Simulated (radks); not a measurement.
# Kr²⁺ in [Ar] 3d10 4p6: an all-electron calculation

Wanted: eigenvalues, radial structure and energy terms of the krypton ion Kr2+.

Method: Dirac Kohn-Sham, LDA (Slater exchange, VWN5 correlation), spin-unpolarised, spherical densities, finite nucleus. Code: radks (a radial shooting solver on a logarithmic mesh, Libxc functionals) version 1.

### 1 Starting point

| Property | Result |
| --- | --- |
| element | krypton (Z = 36) |
| charge | +2 |
| electrons | 34 |
| configuration | [Ar] 3d10 4p6 |
| nuclear rms radius | 4.1884 fm |

Outer shells as boxes (Hund's rule):

Kr²⁺
```
[Ar] core
3d [↑↓][↑↓][↑↓][↑↓][↑↓]
4p [↑↓][↑↓][↑↓]
```

### 2 Self-consistent calculation

Settings of this run:

```text
Z 36
configuration [Ar] 3d10 4p6
relativity Dirac
functional lda,vwn5
spin unpolarised
j_filling average
nucleus finite rms 4.1884 fm
c 137.035999084
```

Run with:

```sh
> python run_ks.py task.json out
```

The same process makes all the runs of this session.

What does the calculation give?

The runs gave:

```
                        quantity                   value
                    total energy     -2784.46541 hartree
exchange-correlation share of it                  3.31 %
                            −T/E                  1.0265
          highest occupied level       4p3/2, -32.166 eV
    most extended occupied level  4p3/2, <r> = 1.72 bohr
 radius at density 0.001 e/bohr³               3.54 bohr
    maxima of the radial density                       3
```

The radial density shows 3 maxima for 4 occupied principal shells; where shells overlap, one shows as a shoulder or not at all. −T/E is 1.027: with relativity the kinetic term as defined here no longer equals −E. This is not the tabulated ground configuration, so its levels and sizes aren't those of the ground state, and no measured value stands beside it.
